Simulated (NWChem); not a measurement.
# UPBE/def2-SVP run of GeH3O (SMILES [OH][GeH2])

Aim: the electronic atomisation energy of GeH3O at UPBE/def2-SVP, from 4 runs. 

The results are computed with NWChem 7.3.0.

### 1 Starting point

GeH3O: 5 atoms, total charge 0, spin state doublet. As SMILES, `[OH][GeH2]`. The shape is that of a PBE0-D4/def2-TZVP optimisation. This is one conformer, not always the lowest.

Bond lengths: O1–Ge2 1.786 Å, O1–H3 0.960 Å, Ge2–H4 1.546 Å, Ge2–H5 1.557 Å. Angles: O1–Ge2–H4 103.8°, O1–Ge2–H5 108.9°, Ge2–O1–H3 112.6°, H4–Ge2–H5 111.8°.

### 2 The energy at UPBE/def2-SVP (run 1)

Input file run.nw:

```
start run
memory total 2200 mb

geometry noautosym nocenter noautoz
 O        0.355500      -1.075800       0.460700
 Ge      -0.520100       0.416100       0.017700
 H        1.097400      -0.907600       1.046500
 H       -1.396800      -0.014400      -1.180300
 H        0.513900       1.508000      -0.385900
end

basis spherical bse
 * library def2-SVP
end

dft
 xc xpbe96 cpbe96
 mult 2
 grid coarse
 convergence energy 1e-08
 maxiter 100
 mulliken
 print low
end

task dft energy
```

Run with:

```bash
$ nwchem run.nw > run.out
```

Log:

```text
[...]
 d= 0,ls=0.0,diis     1  -2153.2010006237 -2.27D+03  1.64D-02  1.48D-01     0.5
[...]
 d= 0,ls=0.0,diis    10  -2153.2745132959 -3.23D-09  6.92D-07  1.64D-09     3.5
[...]
         Total DFT energy =    -2153.274513295918
      One electron energy =    -3224.602706563467
           Coulomb energy =     1046.556970718488
    Exchange-Corr. energy =      -88.312549322514
 Nuclear repulsion energy =      113.083771871575
[...]
      Total Density - Mulliken Population Analysis
     ---------------------------------------------
    Atom       Charge   Shell Charges
 -----------   ------   -------------------------------------------------------
    1 O    8     8.36   1.99  1.09  0.67  2.84  1.76  0.01
    2 Ge  32    31.70   2.00  2.00  1.99  1.26  0.23  6.00  5.97  1.25  0.86  8.07  1.82  0.25
    3 H    1     0.82   0.69  0.06  0.07
    4 H    1     1.05   0.70  0.33  0.01
    5 H    1     1.07   0.70  0.36  0.01
[...]
      <S2> =      0.7511 (Exact =     0.7500)
[...]
```

Wall time 4.2 s (1 thread of AMD EPYC 9R45 (Zen 5), shared host); peak memory 0.11 GiB.

### 3 The Ge atom, same level (run 2)

Input file sp.nw:

```
START sp
memory stack 880 mb heap 220 mb global 1100 mb

GEOMETRY units angstroms noautosym nocenter noautoz
   Ge     0.000000     0.000000     0.000000
END

BASIS "ao basis" spherical bse
   * library def2-SVP
END

DFT
   xc xpbe96 cpbe96
   mult 3
   grid coarse
   convergence energy 1e-08
   iterations 100
   mulliken
   noprint "final vectors analysis"
END

TASK dft energy
```

Run the same way, it converges to -2076.34106 Eh (log not shown).

Run 3 isn't shown in full; the table further down has it.

### 4 The O atom (run 4)

Input file nw.nw:

```
start nw
memory stack 880 mb heap 220 mb global 1100 mb

geometry units angstroms noautosym nocenter noautoz
O        0.000000       0.000000       0.000000
end

basis spherical bse
O library def2-SVP
end

dft
xc xpbe96 cpbe96
mult 3
grid coarse
convergence energy 1e-08
iterations 100
mulliken
noprint "final vectors analysis"
end

task dft energy
```

Run the same way, it converges to -74.91467 Eh (log not shown).

### 5 The series

```tsv
run	partner	energy (Eh)	⟨S²⟩	wall time
1	base	-2153.274513	0.751	4.2 s
2	atoms	-2076.341055	2.002	1.7 s
3	atoms	-0.498629	0.750	0.54 s
4	atoms	-74.914671	2.002	0.56 s
```

### 6 Outcome

At UPBE/def2-SVP:

| quantity | value |
| --- | --- |
| O atom: total energy | -74.91467 Eh |
| O atom: ⟨S²⟩ | 2.002 |
| electronic atomisation energy | 14.229 eV |

Taking the molecule apart into free atoms costs 14.23 eV (328 kcal/mol), before zero-point energy and without spin-orbit coupling. All runs together took 7 s, the longest 4.2 s.
